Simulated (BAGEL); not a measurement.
# AlH2SF3 (SMILES [F][Al]([F])([F])<-[SH2]): PBE0/def2-SVP (density fitting with qzvpp-jkfit)

What is the energy change on altering one bond length of AlH2SF3 at PBE0/def2-SVP (density fitting with qzvpp-jkfit)? 

The calculation is run with BAGEL 1.2.2.

### 1 The structure to begin with

AlH2SF3 has 7 atoms, charge 0, and is taken as a singlet. As SMILES, `[F][Al]([F])([F])<-[SH2]`. The shape comes from GFN2-xTB, which is rough for such elements, and wasn't checked as a minimum.

Bond lengths: Al1–S2 2.473 Å, Al1–F5 1.643 Å, Al1–F6 1.653 Å, Al1–F7 1.643 Å, S2–H3 1.334 Å, S2–H4 1.334 Å. Angles: S2–Al1–F5 98.8°, S2–Al1–F6 93.4°, S2–Al1–F7 98.6°, F5–Al1–F6 117.1°, F5–Al1–F7 121.4°, F6–Al1–F7 117.1°, Al1–S2–H3 90.3°, Al1–S2–H4 90.1°, H3–S2–H4 92.6°.

### 2 A single-point energy at PBE0/def2-SVP (density fitting with qzvpp-jkfit)

File calc.json:

```json
{ "bagel": [

{
  "title": "molecule",
  "basis": "svp",
  "df_basis": "qzvpp-jkfit",
  "angstrom": "true",
  "geometry": [
    { "atom": "Al", "xyz": [       0.139410,      -0.238690,      -0.977540 ] },
    { "atom": "S", "xyz": [       0.146750,      -0.246790,       1.495460 ] },
    { "atom": "H", "xyz": [       0.511290,       1.036380,       1.505460 ] },
    { "atom": "H", "xyz": [      -1.151450,       0.059610,       1.503580 ] },
    { "atom": "F", "xyz": [       1.761120,      -0.180430,      -1.233560 ] },
    { "atom": "F", "xyz": [      -0.688880,       1.188410,      -1.069040 ] },
    { "atom": "F", "xyz": [      -0.718240,      -1.618490,      -1.224370 ] }
  ]
},

{ "title": "ks", "xc_func": "pbe0" },

{ "title": "print", "file": "orbitals.molden", "orbitals": "true" }

]}
```

Command:

```sh
BAGEL_NUM_THREADS=1 BAGEL calc.json > calc.out
```

The program printed:

```text
* using 1 threads per process

  ===============================================================
  ===============================================================

  *** Geometry ***

  { "atom" : "Al", "xyz" : [      0.263447,     -0.451059,     -1.847283 ] },
  { "atom" : "S", "xyz" : [      0.277317,     -0.466366,      2.826010 ] },
  { "atom" : "H", "xyz" : [      0.966198,      1.958474,      2.844907 ] },
  { "atom" : "H", "xyz" : [     -2.175925,      0.112647,      2.841354 ] },
  { "atom" : "F", "xyz" : [      3.328034,     -0.340963,     -2.331091 ] },
  { "atom" : "F", "xyz" : [     -1.301795,      2.245769,     -2.020193 ] },
  { "atom" : "F", "xyz" : [     -1.357277,     -3.058503,     -2.313724 ] },

  Number of auxiliary basis functions:      523

  Since a DF basis is specified, we compute 2- and 3-index integrals:
    o Being stored without compression. Storage requirement is 0.032 GB

  Number of basis functions:       88
  Number of electrons      :       58

    * METHOD: MOLECULE                             0.26

  *** Kohn-Sham DFT ***

    * Removing 12869 points whose weight is below 1.00e-10
    * Grid points: 91473

  === Nuclear Repulsion ===
   302.3420416721

       - DIIS with orbital gradients will be used.

  === KS iteration (pbe0 / svp) ===
      0       -914.32669897          0.12659816           0.38
      1       -889.89720618          0.13849535           0.36
      2       -906.23822077          0.11786736           0.36
      3       -939.04566857          0.04691534           0.36
      4       -940.15381179          0.02185730           0.36
      5       -940.55822656          0.00900604           0.36
      6       -940.57561819          0.00663854           0.36
      7       -940.60839055          0.00234778           0.36
      8       -940.61217576          0.00115582           0.36
      9       -940.61285622          0.00033801           0.36
     10       -940.61291814          0.00006134           0.37
     11       -940.61292023          0.00001274           0.38
     12       -940.61292032          0.00000161           0.38
     13       -940.61292032          0.00000070           0.37
     14       -940.61292032          0.00000020           0.38
     15       -940.61292032          0.00000006           0.37
     16       -940.61292032          0.00000003           0.38
     17       -940.61292032          0.00000001           0.37
    * SCF iteration converged.

    * Permanent dipole moment:
           (    0.239530,    -0.413178,    -1.592450) a.u.

    * METHOD: KS                                   7.06

    * METHOD: PRINT                                0.02

  ===============================================================
```

Wall time 7.5 s (1 thread of Arm Neoverse V1, shared host); peak memory 0.42 GiB.

### 3 The distorted shape, same level

File job.json:

```json
{ "bagel" : [

{
  "title" : "molecule",
  "basis" : "svp",
  "df_basis" : "qzvpp-jkfit",
  "angstrom" : "true",
  "geometry" : [
    { "atom" : "Al", "xyz" : [       0.788472,      -0.391881,      -0.981600 ] },
    { "atom" : "S", "xyz" : [       0.795812,      -0.399981,       1.491400 ] },
    { "atom" : "H", "xyz" : [       1.160352,       0.883189,       1.501400 ] },
    { "atom" : "H", "xyz" : [      -1.151450,       0.059610,       1.503580 ] },
    { "atom" : "F", "xyz" : [       2.410182,      -0.333621,      -1.237620 ] },
    { "atom" : "F", "xyz" : [      -0.039818,       1.035219,      -1.073100 ] },
    { "atom" : "F", "xyz" : [      -0.069178,      -1.771681,      -1.228430 ] }
  ]
},

{ "title" : "ks", "xc_func" : "pbe0" },

{ "title" : "print", "file" : "orbitals.molden", "orbitals" : "true" }

]}
```

Command:

```sh
BAGEL_NUM_THREADS=1 BAGEL job.json > job.out
```

The program printed:

```text
* using 1 threads per process

  ===============================================================
  ===============================================================

  *** Geometry ***

  { "atom" : "Al", "xyz" : [      1.489996,     -0.740548,     -1.854955 ] },
  { "atom" : "S", "xyz" : [      1.503867,     -0.755855,      2.818338 ] },
  { "atom" : "H", "xyz" : [      2.192747,      1.668985,      2.837235 ] },
  { "atom" : "H", "xyz" : [     -2.175925,      0.112647,      2.841354 ] },
  { "atom" : "F", "xyz" : [      4.554584,     -0.630452,     -2.338763 ] },
  { "atom" : "F", "xyz" : [     -0.075245,      1.956280,     -2.027865 ] },
  { "atom" : "F", "xyz" : [     -0.130727,     -3.347992,     -2.321396 ] },

  Number of auxiliary basis functions:      523

  Since a DF basis is specified, we compute 2- and 3-index integrals:
    o Being stored without compression. Storage requirement is 0.032 GB

  Number of basis functions:       88
  Number of electrons      :       58

    * METHOD: MOLECULE                             0.26

  *** Kohn-Sham DFT ***

    * Removing 12378 points whose weight is below 1.00e-10
    * Grid points: 91964

  === Nuclear Repulsion ===
   299.5801133381

       - DIIS with orbital gradients will be used.

  === KS iteration (pbe0 / svp) ===
      0       -914.54312560          0.12475777           0.37
      1       -889.09397972          0.13196538           0.36
      2       -907.03663094          0.11776210           0.36
      3       -938.46630563          0.05090344           0.36
      4       -937.28850942          0.04820024           0.36
      5       -940.31955197          0.01751497           0.37
      6       -940.40027008          0.01213206           0.36
      7       -940.52401156          0.00316684           0.36
      8       -940.52820928          0.00244487           0.36
      9       -940.53272054          0.00078544           0.36
     10       -940.53311379          0.00011948           0.37
     11       -940.53311537          0.00010950           0.36
     12       -940.53312163          0.00002692           0.36
     13       -940.53312209          0.00000549           0.36
     14       -940.53312209          0.00000456           0.36
     15       -940.53312211          0.00000053           0.36
     16       -940.53312211          0.00000025           0.36
     17       -940.53312211          0.00000006           0.36
     18       -940.53312211          0.00000002           0.37
     19       -940.53312211          0.00000002           0.37
     20       -940.53312211          0.00000001           0.37
    * SCF iteration converged.

    * Permanent dipole moment:
           (    0.403440,    -0.461641,    -1.598520) a.u.

    * METHOD: KS                                   8.09

    * METHOD: PRINT                                0.02

  ===============================================================
```

Run time: 8.7 s. Hardware: 1 thread of Arm Neoverse V1, shared host; peak memory 0.42 GiB.

### 4 Results

Level: PBE0/def2-SVP (density fitting with qzvpp-jkfit).

| quantity | value |
| --- | --- |
| first shape: total energy | -940.61292 Eh |
| first shape: dipole moment | 4.23 D |
| first shape: HOMO energy | -9.79 eV |
| first shape: LUMO energy | -0.41 eV |
| first shape: HOMO–LUMO gap | 9.37 eV |
| distorted shape: total energy | -940.53312 Eh |
| distorted shape: dipole moment | 4.35 D |
| distorted shape: HOMO energy | -9.60 eV |
| distorted shape: LUMO energy | -4.42 eV |
| distorted shape: HOMO–LUMO gap | 5.18 eV |
| energy change with the S2–H4 bond stretched from 1.334 to 2.001 Å | 2.171 eV |

In words: With the S2–H4 bond stretched from 1.334 to 2.001 Å the energy rises by 2.17 eV (210 kJ/mol). The first shape isn't relaxed at this level, so the change isn't measured from a minimum.
